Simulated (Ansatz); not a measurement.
# HfO2: the cost of one run

Program: Ansatz 0.2.0. Level of theory: DFT r2SCAN, scalar-relativistic, plane waves, PAW. These are calculated values, not measurements.

3 further runs of the same task are left out: 3 set aside as unsound or not needed. Runs told in other sessions of the task aren't counted.

## Step 1: Starting point

It takes space group Fm-3m (No. 225, cubic). Conventional cell: a = 5.058 Å, b = 5.058 Å, c = 5.058 Å, α = 90.00°, β = 90.00°, γ = 90.00°. Hf (site symmetry m-3m) has 8 O at 2.19 Å in its first shell of neighbours. O (site symmetry -43m) is surrounded by 4 Hf at 2.19 Å.

Structure file:

```cif
data_structure
_symmetry_space_group_name_H-M 'Fm-3m'
_symmetry_Int_Tables_number 225
_cell_length_a 5.0583
_cell_length_b 5.0583
_cell_length_c 5.0583
_cell_angle_alpha 90.000
_cell_angle_beta 90.000
_cell_angle_gamma 90.000
_cell_volume 129.43
loop_
_atom_site_label
_atom_site_type_symbol
_atom_site_symmetry_multiplicity
_atom_site_Wyckoff_symbol
_atom_site_fract_x
_atom_site_fract_y
_atom_site_fract_z
_atom_site_occupancy
Hf1 Hf 4 a 0.00000 0.00000 0.00000 1
O1 O 8 c 0.75000 0.75000 0.25000 1
```

It is built from the cell relaxed beforehand with the same method (10.79 Å³/atom).

## Step 2: The reference: the undisturbed cell on the scan's mesh

input.yaml reads:

```yaml
crystal:
  lattice:
    - [-2.5291609878, -2.5291609878, 0.0]
    - [2.5291609878, -2.5291609878, 0.0]
    - [0.0, 0.0, 10.1166439513]
  atoms:
    - { symbol: Hf, position: [0.0, 0.0, 0.5] }
    - { symbol: Hf, position: [0.5, 0.5, 0.75] }
    - { symbol: Hf, position: [0.0, 0.0, 0.0] }
    - { symbol: Hf, position: [0.5, 0.5, 0.25] }
    - { symbol: O, position: [0.5, 0.0, 0.125] }
    - { symbol: O, position: [0.0, 0.5, 0.375] }
    - { symbol: O, position: [0.5, 0.0, 0.625] }
    - { symbol: O, position: [0.0, 0.5, 0.875] }
    - { symbol: O, position: [0.5, 0.0, 0.375] }
    - { symbol: O, position: [0.0, 0.5, 0.625] }
    - { symbol: O, position: [0.5, 0.0, 0.875] }
    - { symbol: O, position: [0.0, 0.5, 0.125] }
basis:
  ecutwfc: 500
kpoints:
  mp_grid: { grid: [6, 6, 3] }
hamiltonian:
  xc: r2scan
scf:
  occupations: { method: gaussian, width: 0.05 }
output:
  forces: true
  stress: true
  eigenvalues: true
```

Launch:

```
> ansatz run input.yaml --threads 2 --pin off --max-ram 5120MiB --backend cpu --events-out ev --progress --plain --runs-dir out
```

**Question.** How long does this run take on 2 threads of Intel Xeon at 2.70GHz, shared host, and how much memory does it need?

About 15 s, with a peak of 0.8 GiB.
